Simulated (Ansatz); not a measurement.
**BeGaH (singlet): the correlation ladder at distance Ga1–Be2 = 3.087 Å, cc-pVTZ**

One table from this session's results is given with a row withheld; the runs are named, their logs left out.

The runs use Ansatz 0.2.0, Gaussian basis; cc-pVTZ, core rule «outside noble gas», up to 15 orbitals frozen.

The runs, in order: UHF; CCSD(T) on RHF; CCSD(T) on UHF; BCCD(T) on RHF; CCSDT(Q) on RHF; CCSDT(Q) on UHF; CASSCF and NEVPT2, 6 electrons in 9 orbitals.

15 further runs of the same task are left out: 3 for a known fault of the program, 10 that didn't finish, 2 set aside as unsound or not needed.

## The geometry

The geometry derives from a PBE0/def2-TZVP stationary point (not a proven minimum). One bond is set to the value named and the two fragments are kept rigid. No spin-orbit coupling is included. The filled d shell of Ga may be among the frozen orbitals whatever the setting's name suggests; the logs give the count.

3 atoms, charge 0, spin multiplicity 1.

Atoms are counted from 1 here; the program's logs count them from 0.

Bond lengths: Be2–H3 1.528 Å.

The first run:

File in.yaml:

```yaml
crystal:
  periodic: [false, false, false]
  atoms:
    - {symbol: Ga, position_ang: [0.000000, 0.016148, 0.378202]}
    - {symbol: Be, position_ang: [0.000000, -0.251429, -2.697180]}
    - {symbol: H, position_ang: [0.000000, 1.131051, -2.045645]}
basis:
  gaussian: {orbitals: cc-pVTZ}
magnetization: {spin_polarized: true, initial_magnetization: 0}
hamiltonian: {xc: hf}
output: {orbitals: {seedname: orbitals}}
```

Launch:

```console
$ ansatz run in.yaml --threads 1 --pin off --events-out ev --progress --plain --max-ram 2393MiB
```

Among the steps run: UHF; CCSD(T) on RHF; CCSD(T) on UHF; BCCD(T) on RHF; CCSDT(Q) on RHF; CCSDT(Q) on UHF; CASSCF and NEVPT2, 6 electrons in 9 orbitals.

One of the session's tables, all rows but one given; the rest of the session is left out.

| method | from RCCSDT(Q) (kJ/mol) |
| --- | --- |
| RHF | +380.3 |
| UHF | +289.9 |
| RMP2 | +108.9 |
| UMP2 | +92.9 |
| RCCSD | +25.2 |
| UCCSD | +22.3 |
| RCCSD(T) | +5.5 |
| UCCSD(T) | +12.1 |
| BCCD(T) | +6.0 |
| RCCSDT | +2.0 |
| UCCSDT | +2.8 |
| RCCSDT(Q) | 0 |
| UCCSDT(Q) | ? |
| CASSCF valence | +146.7 |
| NEVPT2 valence | +40.1 |

Q: Estimate the row for UCCSDT(Q) from the others.

The run gave: from RCCSDT(Q) (kJ/mol): +0.5. In the column «from RCCSDT(Q) (kJ/mol)» it lies between RCCSDT(Q) (0) and RCCSDT (+2.0).

Caveats from the session: The determinant is far from a pure spin state, so its energy mixes those of several spin states (harmless only where they are near-degenerate, as at dissociation). Restricted and unrestricted rows rest on different reference determinants; where their highest levels disagree by more than a few hundredths of an eV, they describe different states and don't form one ladder.
